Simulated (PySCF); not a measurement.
**RuO₂⁺: a ladder of methods**

Aim: at the PBE0 minimum of doublet RuO₂⁺, found before, compare methods on energies and levels.

Program: PySCF 2.14.0. Level of theory: several methods, basis Ru def2-TZVP with ECP28, O def2-TZVP, scalar-relativistic core potentials, no spin–orbit coupling, density fitting. These are calculated values, not measurements.

## 1. The system as given

3 atoms, charge 1, spin multiplicity 2.

Bond lengths: Ru1–O2 1.629 Å, Ru1–O3 1.629 Å. Angles: O2–Ru1–O3 132.9°.

```xyz
3
charge 1 multiplicity 2
Ru    0.0617   -0.1428    0.0000
O    -0.1967    0.4549    1.4936
O    -0.1967    0.4549   -1.4936
```

## 2. PBE0

One driver script runs all steps and calls PySCF; scf.py shows the equivalent input of each level. Each SCF starts from the density of the minimum. The driver also runs the species with one electron less or more at the same geometry (one less: multiplicity 3, one more: multiplicity 1); their logs are not shown.

Input file scf.py:

```python
from pyscf import gto, scf, dft
mol = gto.M(atom='''
Ru     0.061748    -0.142792     0.000000
O     -0.196699     0.454866     1.493552
O     -0.196699     0.454866    -1.493552''',
    basis={'Ru': 'def2-TZVP', 'O': 'def2-TZVP'},
    ecp={'Ru': 'def2-TZVP'},
    charge=1, spin=1)
mf = dft.UKS(mol, xc='PBE0')
mf.grids.atom_grid = (99, 590)
aux = {'Ru': 'def2-universal-JKFIT', 'O': 'def2-universal-JKFIT'}
mf = mf.density_fit(auxbasis=aux)
mf.kernel()
```

## 3. HF

Edit scf.py of step 2 so:

```diff
@@ -9,2 +9 @@
-mf = dft.UKS(mol, xc='PBE0')
-mf.grids.atom_grid = (99, 590)
+mf = scf.UHF(mol)
```

## 4. MP2

Edit scf.py of step 3 so:

```diff
@@ -12,0 +13,2 @@
+from pyscf.mp import dfump2
+dfump2.DFUMP2(mf, frozen=2).kernel()  # the driver gives MP2 a fitting basis of its own (RI)
```

## 5. PBE

Edit scf.py of step 4 so:

```diff
@@ -9 +9,2 @@
-mf = scf.UHF(mol)
+mf = dft.UKS(mol, xc='PBE')
+mf.grids.atom_grid = (99, 590)
@@ -13,2 +13,0 @@
-from pyscf.mp import dfump2
-dfump2.DFUMP2(mf, frozen=2).kernel()  # the driver gives MP2 a fitting basis of its own (RI)
```

## 6. r2SCAN

Edit scf.py of step 5 so:

```diff
@@ -9 +9 @@
-mf = dft.UKS(mol, xc='PBE')
+mf = dft.UKS(mol, xc='R2SCAN')
```

## 7. B3LYP

Edit scf.py of step 6 so:

```diff
@@ -9 +9 @@
-mf = dft.UKS(mol, xc='R2SCAN')
+mf = dft.UKS(mol, xc='B3LYP')
```

## 8. TPSSh

Edit scf.py of step 7 so:

```diff
@@ -9 +9 @@
-mf = dft.UKS(mol, xc='B3LYP')
+mf = dft.UKS(mol, xc='TPSSH')
```

(Steps that only read results are left out.)

Q: Predict the outcome of this session. Wanted: vertical ionisation energy, range; vertical electron affinity, range; orbital gap, range.

As calculated:

| quantity | value |
| --- | --- |
| vertical ionisation energy, range | 18.01 (PBE) to 18.63 (MP2) eV |
| vertical electron affinity, range | 9.23 (HF) to 9.89 (MP2) eV |
| orbital gap, range | 0.49 (PBE) to 11.41 (HF) eV |

The vertical ionisation energy spreads over 0.62 eV, from PBE to MP2; without a CCSD(T) value for it there is no yardstick here. Spin contamination is strong in at least one of the open-shell species at HF, MP2. This is the lowest SCF solution found for this spin; with open d or f shells other occupations or spin states may lie lower.
